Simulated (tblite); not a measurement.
# C4H6F2O2: the cost of one run

Programs: tblite 0.8.0 and PySCF 2.14.0, with density-fitted response routines of our own. Each step states its level of theory. These are calculated values for one molecule in the gas phase, unless marked as measured. Atoms are numbered from 0 throughout.

### Step 1. The starting structure

14 atoms, charge 0, multiplicity 1; geometry from: force field or distance geometry start.

Bonds of the start (Å): C0–C1 1.51, C1–O2 1.42, O2–C3 1.42, C3–O4 1.39, O4–C5 1.38, C5–F6 1.39, C5–F7 1.39, C3–C1 1.49, C0–H8 1.11, C0–H9 1.11, C0–H10 1.11, C1–H11 1.11, C3–H12 1.08, C5–H13 1.13.

### Step 2. Optimising the geometry with GFN2-xTB

The job: settings as JSON, then the geometry in Å.

```
{"job": {"kind": "relax", "xc": "GFN2-xTB", "basis": "xTB"}, "charge": 0, "multiplicity": 1}
C      2.277000     0.641100     0.261400
C      0.978700     0.283700     0.953600
O      0.778900    -1.120500     0.935300
C     -0.164400    -0.330200     0.230500
O     -1.400200    -0.334300     0.869700
C     -2.490800    -0.413900     0.024600
F     -3.159900    -1.589800     0.355400
F     -3.334700     0.680400     0.167600
H      2.675400    -0.165800    -0.380600
H      3.018500     0.792100     1.070900
H      2.161600     1.608400    -0.273000
H      0.813700     0.816700     1.913500
H     -0.059400    -0.400400    -0.841300
H     -2.095000    -0.468200    -1.029700
```

Launch:

```bash
OMP_NUM_THREADS=1 python probes_run.py task.json out
```

This one command runs all jobs of the session in turn.

Q: Estimate the wall time and peak memory of this first job on 1 thread of Arm Neoverse N1, shared host.

About 1.3 s, with a peak of 0.18 GiB.
